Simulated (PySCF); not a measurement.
# C7H7S: the cost of one run

Computed with PySCF 2.14.0 and routines of our own; the level stands in each step. Atoms count from 0.

## 1. The system as given

15 atoms, charge 1, multiplicity 1; geometry from: GFN2-xTB.

## 2. Optimising the geometry at PBE0/def2-SV(P)

Job settings and geometry (Å):

```
{"job": {"xc": "PBE0", "basis": "def2-SV(P)", "grid": 1, "kind": "geom"}, "charge": 1, "multiplicity": 1}
C     -2.307001    -1.195347     0.336081
C     -1.669274    -0.096777    -0.082488
C     -0.242056     0.122677    -0.070307
C      0.667532    -0.844014     0.405072
C      2.020076    -0.673413     0.431075
S      2.841903     0.716669    -0.096981
C      1.557854     1.703638    -0.608010
C      0.240197     1.356368    -0.557280
H     -3.380597    -1.256227     0.282070
H     -1.808889    -2.060456     0.740187
H     -2.252900     0.725519    -0.474435
H      0.278974    -1.782135     0.773965
H      2.668769    -1.451195     0.806782
H      1.864293     2.665513    -0.992381
H     -0.483295     2.077169    -0.915263
```

Launch:

```bash
$ OMP_NUM_THREADS=1 python excited_run.py task.json out
```

This one command runs all jobs of the session in turn.

Q: Estimate the wall time and peak memory of this first job on 1 thread of Arm Neoverse N1, shared host.

About 30 s, with a peak of 0.53 GiB.
